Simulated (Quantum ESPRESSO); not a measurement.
The system is InTe2.

```xyz
3
Lattice="0.0000 3.6301 3.6301 3.6301 0.0000 3.6301 3.6301 3.6301 0.0000" Properties=species:S:1:pos:R:3 pbc="T T T"
In    5.4451    5.4451    5.4451
Te    0.0000    0.0000    0.0000
Te    1.8150    1.8150    1.8150
```

The cell was built by a generator and needn't be a form met in nature.

| Property | Result |
| --- | --- |
| Program | Quantum ESPRESSO 7.5 |
| Task | phonons |
| Functional | revPBE |
| Potentials or basis | GBRV 1.5 PBE |
| Cutoff | 762 eV |
| Density cutoff | 6095 eV |
| k mesh | 2 × 2 × 2, shifted |
| Occupations | fermi-dirac, width 0.05 eV |
| Spin | no spin polarisation |
| Mixing beta | 0.5 |
| Most SCF iterations | 120 |
| SCF threshold | 6e-10 Ry |

The cell and the atoms were relaxed first, to 36.81 Å³/atom (a = 5.385 Å, b = 5.385 Å, c = 5.385 Å, α = 60.00°, β = 60.00°, γ = 60.00°), and the response was taken there.

Q: Where do the zone-centre optical modes lie?

A: T2 at 135i cm⁻¹ (IR and Raman); T2 at 45 cm⁻¹ (IR and Raman). Imaginary frequencies mark an instability of this cell.

Optical modes at Γ, degenerate ones joined:
```csv
cm⁻¹,components,symmetry,active in
135i,3,T2,IR and Raman
45,3,T2,IR and Raman
```

Caveat: the k mesh is coarse (spacing up to 0.75 Å⁻¹), so the values aren't converged; the mesh is thin for the phonons of a metal; the potentials were made for another functional, which shifts forces and pressure; some modes are imaginary; the volume moved by over 15 % at a fixed basis, so the end points are rough.
